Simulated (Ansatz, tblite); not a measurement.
**The cluster Li8Al−: rung by rung**

Aim: run the singlet of the cluster Li8Al− at one geometry on many levels, and compare frontier levels, spin and run time.

The runs use Ansatz 0.2.0, Gaussian basis; as each input shows.

Levels to be run: GFN1-xTB, GFN2-xTB, PBE-D4/def2-TZVPD, r2SCAN-D4/def2-TZVPD, r2SCANh-D4/def2-TZVPD, revPBE-D4/def2-TZVPD, r2SCAN0-D4/def2-TZVPD, B3LYP-D4/def2-TZVPD, B97M-V/def2-TZVPD, HF/def2-TZVPD, LC-ωPBE/def2-TZVPD, PBE-D4/def2-SVPD, PBE0-D4/def2-SVPD, HF/STO-3G, CCSD(T)/def2-TZVPPD, MP2/def2-TZVPD, RPA/def2-TZVPD.

1 further run of the same task is left out (set aside as unsound or not needed). Runs told in other sessions of the task aren't counted.

## Step 1: The geometry

The geometry is that of the singlet, from an earlier relaxation (r2SCAN-D4/def2-TZVPD). At that level it is the lowest of the isomers that a small search found.

9 atoms, charge -1, spin multiplicity 1.

Bond lengths: Li1–Li5 2.847 Å, Li1–Li6 2.922 Å, Li1–Al9 2.736 Å, Li2–Li4 3.037 Å, Li2–Al9 2.603 Å, Li3–Li5 2.945 Å, Li4–Al9 2.605 Å, Li5–Li6 2.895 Å, Li5–Li7 2.852 Å, Li5–Li8 2.945 Å, Li5–Al9 2.831 Å, Li6–Li7 2.916 Å, Li6–Al9 2.769 Å, Li7–Al9 2.740 Å. Angles: Li5–Li1–Li6 60.2°, Li5–Li1–Al9 60.9°, Li6–Li1–Al9 58.5°, Li4–Li2–Al9 54.4°, Li2–Li4–Al9 54.3°, Li1–Li5–Li3 66.1°, Li1–Li5–Li6 61.2°, Li1–Li5–Li7 108.4°, Li1–Li5–Li8 125.7°, Li1–Li5–Al9 57.6°, Li3–Li5–Li6 72.0°, Li3–Li5–Li7 125.8°, Li3–Li5–Li8 75.1°, Li3–Li5–Al9 116.9°, Li6–Li5–Li7 61.0°, Li6–Li5–Li8 71.9°, Li6–Li5–Al9 57.8°, Li7–Li5–Li8 66.1° and more.

The ion is computed in the gas phase, without counter-ions or solvent.

PBE0-D4/def2-TZVPD was run before; its log isn't repeated, and its numbers join the tables.

## Step 2: GFN1-xTB

Tight binding, by tblite at 300 K electronic temperature and without a spin-polarisation term:

```python
tblite.interface.Calculator('GFN1-xTB', numbers, positions, charge=-1, uhf=0).singlepoint()
```

Energy -127.2281 eV, HOMO -6.51 eV, LUMO -6.17 eV; 0.006 s.

## Step 3: GFN2-xTB

Tight binding, by tblite at 300 K electronic temperature and without a spin-polarisation term:

```python
tblite.interface.Calculator('GFN2-xTB', numbers, positions, charge=-1, uhf=0).singlepoint()
```

Energy -86.2145 eV, HOMO -1.91 eV, LUMO -1.14 eV; 0.015 s.

## Step 4: PBE-D4/def2-TZVPD

start.molden holds the orbitals of an earlier run on this state, given as this run's starting guess.

File in.yaml:

```yaml
crystal:
  periodic: [false, false, false]
  atoms:
    - {symbol: Li, position_ang: [1.365485, 2.196350, -0.887852]}
    - {symbol: Li, position_ang: [-0.847274, 1.166794, -2.826539]}
    - {symbol: Li, position_ang: [1.620284, 2.668778, 2.227656]}
    - {symbol: Li, position_ang: [-1.477221, -1.649143, -1.878511]}
    - {symbol: Li, position_ang: [2.183434, 0.114457, 0.873983]}
    - {symbol: Li, position_ang: [-0.642894, 0.673004, 0.589042]}
    - {symbol: Li, position_ang: [0.362853, -2.064403, 0.602205]}
    - {symbol: Li, position_ang: [0.842182, -0.639963, 3.385500]}
    - {symbol: Al, position_ang: [0.781050, -0.397475, -1.531385]}
basis:
  gaussian: {orbitals: def2-TZVPD, initial_orbitals: start.molden}
total_charge: -1
hamiltonian: {xc: pbe, dispersion: d4}
scf: {omitted_lower_state_checks: [starts]}
output: {forces: true, orbitals: {seedname: orbitals}}
```

The run is started by

```
ansatz run in.yaml --threads 4 --pin off --events-out ev --progress --plain --max-ram 3916MiB
```

The runs that follow: r2SCAN-D4/def2-TZVPD; r2SCANh-D4/def2-TZVPD; revPBE-D4/def2-TZVPD; r2SCAN0-D4/def2-TZVPD; B3LYP-D4/def2-TZVPD; B97M-V/def2-TZVPD; HF/def2-TZVPD; LC-ωPBE/def2-TZVPD; PBE-D4/def2-SVPD; PBE0-D4/def2-SVPD; HF/STO-3G; CCSD(T)/def2-TZVPPD; MP2/def2-TZVPD; RPA/def2-TZVPD.

**Question.** What will the summary of the whole plan be? Wanted: gap in def2-TZVPD, named functionals and Hartree-Fock, smallest and largest; correlation energy, CCSD(T)/def2-TZVPPD; correlation energy, MP2/def2-TZVPD; PBE0 total energy, smallest basis above largest.

As calculated:

| quantity | value |
| --- | --- |
| gap in def2-TZVPD, named functionals and Hartree-Fock, smallest and largest | 0.25 eV (B97M-V), 3.56 eV (LC-ωPBE) |
| correlation energy, CCSD(T)/def2-TZVPPD | -15.80 eV |
| correlation energy, MP2/def2-TZVPD | -12.97 eV |
| PBE0 total energy, smallest basis above largest | 3.60 eV (def2-SVPD, def2-TZVPD) |

In words: Orbital gaps of the named functionals and Hartree-Fock in def2-TZVPD span 0.25 eV (B97M-V) to 3.56 eV (LC-ωPBE); exact exchange widens it. PBE-D4, revPBE-D4, r2SCAN-D4, B97M-V, r2SCANh-D4 put the HOMO above zero; others here keep it below zero, so the sign hangs on the functional's self-interaction and doesn't show that the species is unbound. Notes on CCSD(T)/def2-TZVPPD: large T1 diagnostic.
